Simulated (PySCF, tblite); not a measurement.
# B₁₄N₁₃H₁₅: electronic excitations, NMR shifts

What do calculations give for the electronic excitations, NMR shifts of B₁₄N₁₃H₁₅?

Programs: tblite 0.8.0 and PySCF 2.14.0, with routines of our own; each step states its level. All values are computed. Atoms count from 0.

## (1) The system as given

42 atoms, charge 0, multiplicity 1; geometry from: force field, distance geometry or constructed start.

## (2) Geometry optimisation with GFN2-xTB

The job: settings as JSON, then the geometry in Å.

```
{"job": {"kind": "relax", "xc": "GFN2-xTB", "basis": "xTB"}, "charge": 0, "multiplicity": 1}
N     -2.539200    -0.196300    -0.001600
B     -3.803000     0.533100    -0.006900
N     -5.050300    -0.196800     0.001000
B     -5.056200    -1.640100    -0.006200
N     -3.800800    -2.370700     0.003400
B     -2.547400    -1.645000    -0.002600
N     -0.032500    -0.192800    -0.003300
B     -1.284900     0.533200     0.001500
N     -1.285600    -2.371600    -0.000400
B     -0.035400    -1.645300     0.001600
N      3.732500     1.979300    -0.002100
B      2.476400     2.703500    -0.000000
N      1.219800     1.981200     0.005000
B      1.225400     0.529900    -0.002700
N      2.476700    -0.189400     0.000200
B      3.732700     0.531100     0.006300
B     -3.799400    -3.817600     0.000900
N     -2.545200    -4.547900    -0.001000
B     -1.288900    -3.817700     0.002500
B     -0.029800     2.706400     0.002700
N     -1.290600     1.984300     0.001500
B     -2.545000     2.707000    -0.000200
N     -3.796400     1.985100     0.006600
N      6.241900     1.976200    -0.001500
B      4.990900     2.708100     0.000900
N      4.984300    -0.195400     0.002500
B      6.246800     0.532800    -0.000700
H     -5.956800     0.326100     0.001200
H     -6.068200    -2.229100    -0.002000
H      0.981800    -2.229100     0.003400
H      2.482500     3.876100    -0.001100
H      2.477000    -1.233200     0.000200
H     -4.814000    -4.404400    -0.001900
H     -2.542000    -5.585800     0.003700
H     -0.273900    -4.402700    -0.003300
H     -0.032100     3.877700    -0.002900
H     -2.544900     3.875600    -0.004100
H     -4.699600     2.503000    -0.002600
H      7.147900     2.496600    -0.000100
H      4.985600     3.878900     0.001200
H      4.990300    -1.236800     0.003800
H      7.265300    -0.060100     0.003700
```

The run is started by

```bash
$ OMP_NUM_THREADS=2 python large_run.py task.json out
```

This one command runs all jobs of the session in turn.

The log of the run:

```text
step      E/eV     max force
  0   -1741.78624    1.560
  1   -1742.01500    0.947
  2   -1742.16872    0.660
  3   -1742.25812    0.614
  4   -1742.31311    0.396
  5   -1742.33488    0.306
  6   -1742.34724    0.169
  7   -1742.35340    0.145
  8   -1742.35775    0.155
  9   -1742.36090    0.125
 10   -1742.36366    0.099
 11   -1742.36616    0.085
 12   -1742.36823    0.075
 13   -1742.36965    0.066
 14   -1742.37060    0.055
 15   -1742.37135    0.053
 16   -1742.37205    0.045
 17   -1742.37267    0.057
 18   -1742.37318    0.050
 19   -1742.37358    0.034
 20   -1742.37385    0.028
 21   -1742.37404    0.024
 22   -1742.37416    0.024
 23   -1742.37426    0.023
 24   -1742.37435    0.018
```

Run time: 0.79 s. Hardware: 2 threads of Intel Xeon 6975P-C, shared host; peak memory 0.16 GiB.

Relaxation path:

| step | energy from step 0 (eV) | largest force (eV/Å) |
| --- | --- | --- |
| 0 | 0.0000 | 1.5601 |
| 1 | -0.2288 | 0.9472 |
| 2 | -0.3825 | 0.6602 |
| 3 | -0.4719 | 0.6143 |
| 4 | -0.5269 | 0.3956 |
| 5 | -0.5486 | 0.3061 |
| 6 | -0.5610 | 0.1692 |
| 7 | -0.5672 | 0.1448 |
| 8 | -0.5715 | 0.1553 |
| 9 | -0.5747 | 0.1253 |
| 10 | -0.5774 | 0.0983 |
| 11 | -0.5799 | 0.0852 |
| 12 | -0.5820 | 0.0751 |
| 13 | -0.5834 | 0.0659 |
| 14 | -0.5844 | 0.0551 |
| 15 | -0.5851 | 0.0529 |
| 16 | -0.5858 | 0.0453 |
| 17 | -0.5864 | 0.0573 |
| 18 | -0.5869 | 0.0500 |
| 20 | -0.5876 | 0.0279 |
| 21 | -0.5878 | 0.0244 |
| 22 | -0.5879 | 0.0246 |
| 23 | -0.5880 | 0.0231 |
| 24 | -0.5881 | 0.0184 |

Distances of close pairs at the start and the end, largest changes first:

```csv
bond,before (Å),after (Å),change (Å)
N25–B26,1.457,1.409,-0.048
N17–B18,1.453,1.413,-0.040
N2–H27,1.047,1.009,-0.038
N14–H31,1.044,1.007,-0.037
N23–H38,1.045,1.008,-0.036
B21–N22,1.445,1.409,-0.036
N2–B3,1.443,1.408,-0.036
B16–N17,1.451,1.416,-0.035
```

The next job starts from the end point, and lists it.

## (3) Electronic excitations: TDA PBE0/def2-SVP

The job: settings as JSON, then the geometry in Å.

```
{"job": {"kind": "uv", "basis": "def2-SVP", "grid": 1, "kgrid": 0, "vcut": 1.5, "nstates": 6, "ntriplets": 2, "tda": true, "delta": [], "pop": true, "xc": "PBE0"}, "charge": 0, "multiplicity": 1}
N     -2.517005    -0.213653    -0.000420
B     -3.752147     0.511556    -0.000536
N     -4.982182    -0.214485    -0.000846
B     -5.034938    -1.621228    -0.001420
N     -3.804539    -2.359110    -0.000910
B     -2.544811    -1.649271    -0.000434
N     -0.025786    -0.228836     0.000435
B     -1.269430     0.503680    -0.000107
N     -1.296728    -2.373520     0.000012
B     -0.062537    -1.652160     0.000819
N      3.716206     2.007802     0.000746
B      2.458926     2.686470     0.000220
N      1.218745     1.963463     0.000263
B      1.223334     0.517190     0.000447
N      2.483822    -0.129107     0.000982
B      3.722984     0.565518     0.001429
B     -3.800203    -3.788308    -0.000268
N     -2.557359    -4.466783     0.000294
B     -1.309371    -3.803668     0.000076
B     -0.028554     2.660257    -0.000271
N     -1.269040     1.949476    -0.000593
B     -2.512229     2.666120    -0.000866
N     -3.718567     1.937957    -0.000515
N      6.169018     1.949130     0.000525
B      4.971379     2.702269     0.000356
N      4.967946    -0.137189     0.002304
B      6.209946     0.528541     0.001642
H     -5.844564     0.308499    -0.000883
H     -6.069050    -2.174179    -0.002214
H      0.925141    -2.288823     0.002032
H      2.440605     3.857806    -0.000181
H      2.499716    -1.136036     0.000991
H     -4.803228    -4.396604    -0.000233
H     -2.562620    -5.475362     0.001087
H     -0.309441    -4.418966    -0.000176
H     -0.036691     3.831688    -0.000330
H     -2.533117     3.838720    -0.001374
H     -4.592923     2.440975    -0.000631
H      7.045134     2.448514    -0.000160
H      5.011488     3.874107    -0.000050
H      4.941777    -1.145616     0.003158
H      7.226623    -0.059915     0.002219
```

Level: TDA PBE0/def2-SVP, vertical, gas phase, core orbitals frozen in the response, virtual orbitals cut by energy.

The log of the run:

```text
start: PBE on a coarse grid of 36098 points
cycle   1  E = -1067.3445447523  dE =  4.122e+00  |g| = 1.262e+00  |ddm| = 8.309e+00
cycle   2  E = -1066.6760660091  dE =  6.685e-01  |g| = 2.125e+00  |ddm| = 3.140e+00
cycle   3  E = -1067.7089004240  dE = -1.033e+00  |g| = 2.128e-01  |ddm| = 2.032e+00
cycle   4  E = -1067.7204194667  dE = -1.152e-02  |g| = 7.666e-02  |ddm| = 2.943e-01
cycle   5  E = -1067.7217387250  dE = -1.319e-03  |g| = 2.882e-02  |ddm| = 9.276e-02
cycle   6  E = -1067.7219076185  dE = -1.689e-04  |g| = 1.138e-02  |ddm| = 3.349e-02
cycle   7  E = -1067.7219381377  dE = -3.052e-05  |g| = 2.558e-03  |ddm| = 1.152e-02
final grid: 159508 points
cycle   8  E = -1068.0199873301  dE = -1.733e-02  |g| = 3.200e-02  |ddm| = 6.422e-01
cycle   9  E = -1068.0202008244  dE = -2.135e-04  |g| = 1.885e-02  |ddm| = 7.425e-02
cycle  10  E = -1068.0202911759  dE = -9.035e-05  |g| = 7.916e-03  |ddm| = 2.555e-02
cycle  11  E = -1068.0203034606  dE = -1.228e-05  |g| = 2.101e-03  |ddm| = 7.308e-03
cycle  12  E = -1068.0203047248  dE = -1.264e-06  |g| = 6.338e-04  |ddm| = 2.449e-03
cycle  13  E = -1068.0203059288  dE = -1.204e-06  |g| = 2.576e-04  |ddm| = 6.998e-04
cycle  14  E = -1068.0203054804  dE =  4.484e-07  |g| = 2.988e-05  |ddm| = 2.392e-04
converged SCF energy = -1068.0203054804

Static polarisability (au): isotropic 237.490, principal 118.203 260.658 333.610

Singlet excitations
state   eV       nm        f      main configurations
  1   6.0282    205.7   0.27661   H->L 0.82
  2   6.2010    199.9   0.00520   H->L+1 0.67, H-1->L 0.10
  3   6.2867    197.2   0.07345   H-1->L 0.41, H->L+1 0.15, H-1->L+1 0.12
  4   6.4480    192.3   0.13579   H-2->L 0.36, H-1->L+1 0.12, H->L+2 0.12
  5   6.6113    187.5   0.00213   H-1->L 0.29, H-1->L+1 0.22, H-2->L 0.18
  6   6.7336    184.1   0.01068   H-2->L+1 0.30, H->L+3 0.22

Triplet excitations (Tamm-Dancoff, eV): 5.7610 5.7837
```

It took 32 s on 2 threads of Intel Xeon 6975P-C, shared host; peak memory 1.3 GiB.

Frontier orbitals and where they lie:

| orbital | eV | atoms |
| --- | --- | --- |
| HOMO−4 | -8.39 | N2 18 %, N23 16 %, N0 15 % |
| HOMO−3 | -8.09 | N8 19 %, N17 16 %, N25 11 % |
| HOMO−2 | -7.88 | N0 16 %, N12 13 %, N4 12 % |
| HOMO−1 | -7.69 | N2 19 %, N22 16 %, N23 10 % |
| HOMO | -7.27 | N14 27 %, N25 17 %, N23 12 % |
| LUMO | -0.42 | B9 20 %, B18 20 %, B16 19 % |
| LUMO+1 | -0.16 | B11 26 %, B24 15 %, B26 11 % |
| LUMO+2 | 0.21 | B3 22 %, B5 17 %, B9 12 % |
| LUMO+3 | 0.31 | B21 32 %, B7 14 %, B1 8 % |

With each of the 6 states as a Gaussian band of 0.4 eV half-width at 1/e, the curve within the window shown has maxima at 201 nm (ε 16,000) L/(mol cm). Beyond the last state computed it falls off for lack of states. The curve at chosen wavelengths:

```csv
nm,ε (L/mol/cm)
176,1033
178,1706
180,2642
182,3853
184,5317
186,6976
188,8747
191,11391
193,12997
195,14368
197,15418
199,16079
201,16300
203,16060
205,15376
207,14300
209,12915
211,11330
213,9656
216,7207
218,5730
220,4438
222,3351
224,2470
226,1779
228,1253
```

Leading natural transition orbitals of singlet state 1: the hole lies on N14 29 %; N25 14 %; N6 11 %; the particle on B9, B19 about 15 % each; B18 8 %; B16 6 %.

Ground-state properties from the same run:

```
           property  computed
  dipole moment (D)      2.39
polarisability (Å³)     35.19
 HOMO–LUMO gap (eV)      6.85
      −ε(HOMO) (eV)      7.27
```

The fields below are evaluated on a grid from the run's orbitals.

Frontier orbitals at PBE0/def2-SVP, with the share of their density that lies nearest to each atom:

| orbital | energy (eV) | lies on |
| --- | --- | --- |
| HOMO | -7.27 | N14 27 %; N25 17 %; N6, N23 about 10 % each |
| LUMO | -0.42 | B9, B16, B18 about 15 % each; B19 8 % |

ELF in a plane through or near 42 of the atoms.

Values, 10 rows by 14 columns:
```
0.00 0.00 0.00 0.00 0.00 0.00 0.00 0.00 0.00 0.00 0.00 0.00 0.00 0.00
0.00 0.00 0.00 0.00 0.00 0.00 0.00 0.68 0.47 0.00 0.00 0.00 0.00 0.00
0.00 0.00 0.00 0.00 0.51 0.02 1.00 0.79 0.48 0.99 0.01 0.00 0.00 0.00
0.00 0.00 0.87 0.91 0.99 0.32 0.54 0.50 0.32 0.78 0.82 0.71 0.00 0.00
0.00 0.00 0.19 0.26 0.78 0.73 0.63 0.38 0.79 0.48 0.74 0.32 0.03 0.00
0.00 0.47 0.83 0.42 0.57 0.69 0.25 0.51 0.10 0.24 0.89 0.98 0.20 0.00
0.00 0.00 0.76 0.47 0.70 0.56 0.11 0.31 0.44 0.05 0.37 0.99 0.00 0.00
0.00 0.00 1.00 0.05 0.97 0.00 0.20 0.51 0.82 0.87 0.52 0.96 0.00 0.00
0.00 0.00 0.00 0.00 0.00 0.00 0.00 0.03 0.99 0.03 0.91 0.00 0.00 0.00
0.00 0.00 0.00 0.00 0.00 0.00 0.00 0.00 0.00 0.00 0.00 0.00 0.00 0.00
```
The map spans 20.1 Å across and 14.2 Å up, centred on the molecule. Atoms in the plane (x, y in Å): N0 (2.4, 0.7), B1 (3.3, 1.8), N2 (4.7, 1.6), B3 (5.3, 0.3), N4 (4.4, -0.9), B5 (3.0, -0.6), N6 (0.1, -0.2), B7 (1.0, 0.9), N8 (2.1, -1.8), B9 (0.6, -1.5), N10 (-4.2, 0.6), B11 (-3.3, 1.6), N12 (-1.8, 1.4), B13 (-1.3, 0.0), N14 (-2.3, -1.0), B15 (-3.7, -0.8), B16 (4.9, -2.2), N17 (4.0, -3.3), B18 (2.6, -3.1), B19 (-0.9, 2.5), N20 (0.5, 2.3), B21 (1.4, 3.4), N22 (2.8, 3.1), N23 (-6.5, -0.4), B24 (-5.6, 0.8), N25 (-4.6, -1.9), B26 (-6.0, -1.7), H27 (5.4, 2.4), H28 (6.4, 0.1), H29 (-0.1, -2.5), H30 (-3.7, 2.7), H31 (-1.9, -2.0), H32 (6.1, -2.4), H33 (4.3, -4.2), H34 (1.9, -4.0), H35 (-1.3, 3.6), H36 (1.0, 4.5), H37 (3.4, 3.9), H38 (-7.5, -0.2), H39 (-6.1, 1.8), H40 (-4.2, -2.8), H41 (-6.7, -2.6).

log10 of the density (e/Å³) in the same plane.

Values, 10 rows by 14 columns:
```
-4.0 -4.0 -4.0 -4.0 -4.0 -4.0 -4.0 -4.0 -4.0 -4.0 -4.0 -4.0 -4.0 -4.0
-4.0 -4.0 -4.0 -4.0 -4.0 -3.9 -3.1 -2.0 -2.0 -3.1 -4.0 -4.0 -4.0 -4.0
-4.0 -4.0 -3.8 -3.3 -2.1 -1.9 -0.5 -0.6 -0.3  0.1 -2.4 -3.6 -4.0 -4.0
-4.0 -4.0 -1.8 -1.1 -0.3 -0.7  1.0  0.6 -0.3  0.1 -0.3 -1.5 -4.0 -4.0
-4.0 -3.2 -1.1  0.3  0.3  0.0  0.0 -0.2  0.1 -0.1  0.5 -0.9 -2.7 -3.8
-4.0 -1.9  0.4 -0.2  0.0  0.1 -0.1  0.6 -0.7  0.0  0.3 -0.4 -2.4 -4.0
-4.0 -2.9 -0.4  0.2  0.4 -0.3 -0.9  0.1  1.1 -0.8  0.6 -0.5 -2.9 -4.0
-4.0 -3.1 -1.0 -1.5 -0.6 -2.4 -1.9 -1.1 -0.2  0.3 -0.2 -1.2 -3.2 -4.0
-4.0 -4.0 -3.6 -3.9 -3.9 -4.0 -4.0 -2.6 -1.2 -1.7 -1.3 -3.5 -4.0 -4.0
-4.0 -4.0 -4.0 -4.0 -4.0 -4.0 -4.0 -4.0 -3.7 -4.0 -4.0 -4.0 -4.0 -4.0
```
The map spans 20.1 Å across and 14.2 Å up, centred on the molecule. Atoms in the plane (x, y in Å): N0 (2.4, 0.7), B1 (3.3, 1.8), N2 (4.7, 1.6), B3 (5.3, 0.3), N4 (4.4, -0.9), B5 (3.0, -0.6), N6 (0.1, -0.2), B7 (1.0, 0.9), N8 (2.1, -1.8), B9 (0.6, -1.5), N10 (-4.2, 0.6), B11 (-3.3, 1.6), N12 (-1.8, 1.4), B13 (-1.3, 0.0), N14 (-2.3, -1.0), B15 (-3.7, -0.8), B16 (4.9, -2.2), N17 (4.0, -3.3), B18 (2.6, -3.1), B19 (-0.9, 2.5), N20 (0.5, 2.3), B21 (1.4, 3.4), N22 (2.8, 3.1), N23 (-6.5, -0.4), B24 (-5.6, 0.8), N25 (-4.6, -1.9), B26 (-6.0, -1.7), H27 (5.4, 2.4), H28 (6.4, 0.1), H29 (-0.1, -2.5), H30 (-3.7, 2.7), H31 (-1.9, -2.0), H32 (6.1, -2.4), H33 (4.3, -4.2), H34 (1.9, -4.0), H35 (-1.3, 3.6), H36 (1.0, 4.5), H37 (3.4, 3.9), H38 (-7.5, -0.2), H39 (-6.1, 1.8), H40 (-4.2, -2.8), H41 (-6.7, -2.6).

On the surface of density 0.002 e/bohr³ the electrostatic potential runs, from the 1st to the 99th percentile, from -0.68 to 1.88 V.

## (4) NMR shifts: GIAO KT3/pcSseg-1

The job, as its differences from that of step 3:

```diff
@@ -1,2 +1,2 @@
-{"job": {"kind": "uv", "basis": "def2-SVP", "grid": 1, "kgrid": 0, "vcut": 1.5, "nstates": 6, "ntriplets": 2, "tda": true, "delta": [], "pop": true, "xc": "PBE0"}, "charge": 0, "multiplicity": 1}
+{"job": {"kind": "nmr", "xc": "KT3", "basis": "pcSseg-1", "pop": false}, "charge": 0, "multiplicity": 1}
 N     -2.517005    -0.213653    -0.000420
```

With the program's defaults for keys left out, this is: GIAO KT3/pcSseg-1 NMR shielding, non-relativistic, gas phase.

The log of the run:

```text
start: PBE on a coarse grid of 36098 points
cycle   1  E = -1068.0100744098  dE =  4.257e+00  |g| = 1.297e+00  |ddm| = 6.524e+00
cycle   2  E = -1067.3335341621  dE =  6.765e-01  |g| = 2.175e+00  |ddm| = 2.754e+00
cycle   3  E = -1068.3798866548  dE = -1.046e+00  |g| = 2.234e-01  |ddm| = 1.851e+00
cycle   4  E = -1068.3920063084  dE = -1.212e-02  |g| = 7.620e-02  |ddm| = 2.595e-01
cycle   5  E = -1068.3932609455  dE = -1.255e-03  |g| = 2.810e-02  |ddm| = 7.624e-02
cycle   6  E = -1068.3934148835  dE = -1.539e-04  |g| = 1.144e-02  |ddm| = 3.014e-02
cycle   7  E = -1068.3934436830  dE = -2.880e-05  |g| = 2.750e-03  |ddm| = 1.012e-02
final grid: 338107 points
cycle   8  E = -1087.0837327018  dE = -5.448e-02  |g| = 1.545e-01  |ddm| = 5.903e-01
cycle   9  E = -1087.0744805641  dE =  9.252e-03  |g| = 2.579e-01  |ddm| = 2.734e-01
cycle  10  E = -1087.0888870531  dE = -1.441e-02  |g| = 1.429e-02  |ddm| = 1.727e-01
cycle  11  E = -1087.0889362103  dE = -4.916e-05  |g| = 5.335e-03  |ddm| = 2.004e-02
cycle  12  E = -1087.0889426387  dE = -6.428e-06  |g| = 1.880e-03  |ddm| = 5.181e-03
cycle  13  E = -1087.0889444591  dE = -1.820e-06  |g| = 5.711e-04  |ddm| = 2.011e-03
cycle  14  E = -1087.0889424593  dE =  2.000e-06  |g| = 1.192e-04  |ddm| = 4.861e-04
cycle  15  E = -1087.0889433641  dE = -9.049e-07  |g| = 3.772e-05  |ddm| = 1.491e-04
converged SCF energy = -1087.0889433641

GIAO shielding tensors (ppm)
atom      isotropic    diamagn.    paramagn.     s11        s22        s33       span
  0 N      135.167     347.576    -212.410     69.199     74.064    262.237    193.038
  1 B       80.616     201.825    -121.210     67.794     70.587    103.465     35.671
  2 N      138.893     323.475    -184.581     38.083    169.836    208.761    170.679
  3 B       71.612     193.829    -122.217     48.524     63.049    103.263     54.740
  4 N      108.479     334.612    -226.134     19.010     40.690    265.736    246.726
  5 B       79.438     202.470    -123.032     65.802     70.401    102.111     36.309
  6 N      124.368     357.473    -233.105     32.104     77.159    263.842    231.737
  7 B       78.830     202.156    -123.326     65.876     71.113     99.501     33.625
  8 N      105.006     341.752    -236.747     11.310     34.511    269.196    257.886
  9 B       69.992     205.539    -135.547     48.863     60.947    100.165     51.301
 10 N      106.120     335.321    -229.201     16.575     33.156    268.628    252.053
 11 B       66.031     197.616    -131.585     49.940     52.735     95.419     45.479
 12 N      104.276     347.679    -243.404     14.338     33.618    264.871    250.533
 13 B       78.152     202.776    -124.624     59.934     76.293     98.229     38.295
 14 N      159.315     342.495    -183.179     87.382    174.233    216.330    128.947
 15 B       80.902     202.893    -121.991     63.244     74.476    104.987     41.743
 16 B       72.013     195.023    -123.011     51.522     60.025    104.491     52.968
 17 N      118.871     322.934    -204.063    -19.514    154.955    221.173    240.688
 18 B       71.728     201.910    -130.182     50.416     61.248    103.518     53.101
 19 B       65.833     199.193    -133.359     50.402     52.479     94.618     44.216
 20 N      107.863     343.496    -235.634     18.800     41.342    263.446    244.646
 21 B       71.189     198.947    -127.757     48.378     62.425    102.765     54.387
 22 N      139.286     324.858    -185.571     38.912    170.367    208.580    169.668
 23 N      124.690     317.125    -192.435     -8.025    159.765    222.329    230.353
 24 B       72.566     194.344    -121.778     50.446     61.073    106.178     55.733
 25 N      141.916     331.428    -189.511     41.992    173.280    210.477    168.485
 26 B       77.078     196.636    -119.558     51.891     67.050    112.293     60.402
 27 H       26.751      25.277       1.474     21.323     27.427     31.503     10.180
 28 H       26.834      24.882       1.951     23.234     27.937     29.330      6.096
 29 H       26.273      41.275     -15.002     20.516     26.862     31.442     10.926
 30 H       26.464      32.459      -5.995     22.665     27.884     28.844      6.180
 31 H       26.301      43.939     -17.639     17.184     29.416     32.302     15.118
 32 H       26.853      25.005       1.848     23.383     28.169     29.007      5.624
 33 H       25.566      24.406       1.160     21.304     25.537     29.858      8.554
 34 H       26.748      33.745      -6.997     22.917     28.480     28.849      5.932
 35 H       26.480      33.564      -7.084     22.537     27.943     28.959      6.422
 36 H       26.786      30.631      -3.845     23.079     28.171     29.108      6.029
 37 H       26.776      27.652      -0.876     21.372     27.370     31.585     10.213
 38 H       25.927      18.708       7.219     21.802     25.507     30.471      8.669
 39 H       26.855      27.116      -0.261     23.586     28.225     28.755      5.169
 40 H       26.864      35.618      -8.753     21.241     28.417     30.934      9.693
 41 H       27.187      24.595       2.591     24.140     27.477     29.943      5.802
```

It took 23 s on 2 threads of Intel Xeon 6975P-C, shared host; peak memory 1.2 GiB.

The references, computed at this level on geometries of the same kind, shield at (ppm): ¹H TMS 31.76, ¹⁵N NH3 264.4, ¹¹B BF3·OEt2 100.0. Their shielding less the atom's gives the shift. The references are single molecules in the gas phase, so shifts against H2O, NH3, PH3, H3PO4 or CFCl3 are not on the usual liquid scales and can be off by tens of ppm.

| atoms | environment | σ (ppm) | δ (ppm) |
| --- | --- | --- | --- |
| H33 | hydrogen on a nitrogen bonded to 2 B | 25.57 | 6.19 |
| H38 | hydrogen on a nitrogen bonded to 2 B | 25.93 | 5.83 |
| H29 | hydrogen on a boron bonded to 2 N | 26.27 | 5.49 |
| H31 | hydrogen on a nitrogen bonded to 2 B | 26.30 | 5.46 |
| H30 | hydrogen on a boron bonded to 2 N | 26.46 | 5.30 |
| H35 | hydrogen on a boron bonded to 2 N | 26.48 | 5.28 |
| H34 | hydrogen on a boron bonded to 2 N | 26.75 | 5.01 |
| H27 | hydrogen on a nitrogen bonded to 2 B | 26.75 | 5.01 |
| H37 | hydrogen on a nitrogen bonded to 2 B | 26.78 | 4.98 |
| H36 | hydrogen on a boron bonded to 2 N | 26.79 | 4.97 |
| H28 | hydrogen on a boron bonded to 2 N | 26.83 | 4.93 |
| H32 | hydrogen on a boron bonded to 2 N | 26.85 | 4.91 |
| H39 | hydrogen on a boron bonded to 2 N | 26.86 | 4.90 |
| H40 | hydrogen on a nitrogen bonded to 2 B | 26.86 | 4.90 |
| H41 | hydrogen on a boron bonded to 2 N | 27.19 | 4.57 |
| N12 | nitrogen bonded to 3 B | 104.3 | 160.1 |
| N8 | nitrogen bonded to 3 B | 105.0 | 159.4 |
| N10 | nitrogen bonded to 3 B | 106.1 | 158.3 |
| N20 | nitrogen bonded to 3 B | 107.9 | 156.5 |
| N4 | nitrogen bonded to 3 B | 108.5 | 155.9 |
| N17 | nitrogen bonded to 2 B, H | 118.9 | 145.5 |
| N6 | nitrogen bonded to 3 B | 124.4 | 140.0 |
| N23 | nitrogen bonded to 2 B, H | 124.7 | 139.7 |
| N0 | nitrogen bonded to 3 B | 135.2 | 129.2 |
| N2 | nitrogen bonded to 2 B, H | 138.9 | 125.5 |
| N22 | nitrogen bonded to 2 B, H | 139.3 | 125.1 |
| N25 | nitrogen bonded to 2 B, H | 141.9 | 122.5 |
| N14 | nitrogen bonded to 2 B, H | 159.3 | 105.1 |
| B19 | boron bonded to 2 N, H | 65.8 | 34.1 |
| B11 | boron bonded to 2 N, H | 66.0 | 33.9 |
| B9 | boron bonded to 2 N, H | 70.0 | 30.0 |
| B21 | boron bonded to 2 N, H | 71.2 | 28.8 |
| B3 | boron bonded to 2 N, H | 71.6 | 28.4 |
| B18 | boron bonded to 2 N, H | 71.7 | 28.2 |
| B16 | boron bonded to 2 N, H | 72.0 | 28.0 |
| B24 | boron bonded to 2 N, H | 72.6 | 27.4 |
| B26 | boron bonded to 2 N, H | 77.1 | 22.9 |
| B13 | boron bonded to 3 N | 78.2 | 21.8 |
| B7 | boron bonded to 3 N | 78.8 | 21.1 |
| B5 | boron bonded to 3 N | 79.4 | 20.5 |

Ring of atoms N0, B1, N2, B3, N4, B5: NICS(0) -1.3, NICS(1) -1.9, NICS(1)zz 0.8 ppm (means of both faces).

Ring of atoms N0, B1, B7, N20, B21, N22: NICS(0) -1.3, NICS(1) -1.8, NICS(1)zz 1.1 ppm (means of both faces).

Ring of atoms N0, B5, N6, B7, N8, B9: NICS(0) -0.7, NICS(1) -1.9, NICS(1)zz 1.6 ppm (means of both faces).

## (5) Results

| quantity | value |
| --- | --- |
| lowest singlet (PBE0/def2-SVP) | 6.03 eV (206 nm), f = 0.277 |
| lowest triplet | 5.76 eV |
| surface potential, 1st and 99th percentile | -0.68 V and 1.88 V |
| ¹H shifts against TMS (KT3/pcSseg-1) | 6.19, 5.83, 5.49, 5.46, 5.30, 5.28, 5.01, 5.01, 4.98, 4.97, 4.93, 4.91, 4.90, 4.90 ppm and more |
| ¹⁵N shifts against NH3 (KT3/pcSseg-1) | 160.1, 159.4, 158.3, 156.5, 155.9, 145.5, 140.0, 139.7, 129.2, 125.5, 125.1, 122.5, 105.1 ppm |
| ¹¹B shifts against BF3·OEt2 (KT3/pcSseg-1) | 34.1, 33.9, 30.0, 28.8, 28.4, 28.2, 28.0, 27.4, 22.9, 21.8, 21.1, 20.5, 19.4, 19.1 ppm |

The first singlet state (HOMO→LUMO 0.82) lies at 6.03 eV and is bright. The lowest triplet lies 0.27 eV below the lowest singlet. By nearest atom (PBE0/def2-SVP), the HOMO sits on N14 27 %; N25 17 % and the LUMO on B9, B16, B18 about 15 % each; B19 8 %.
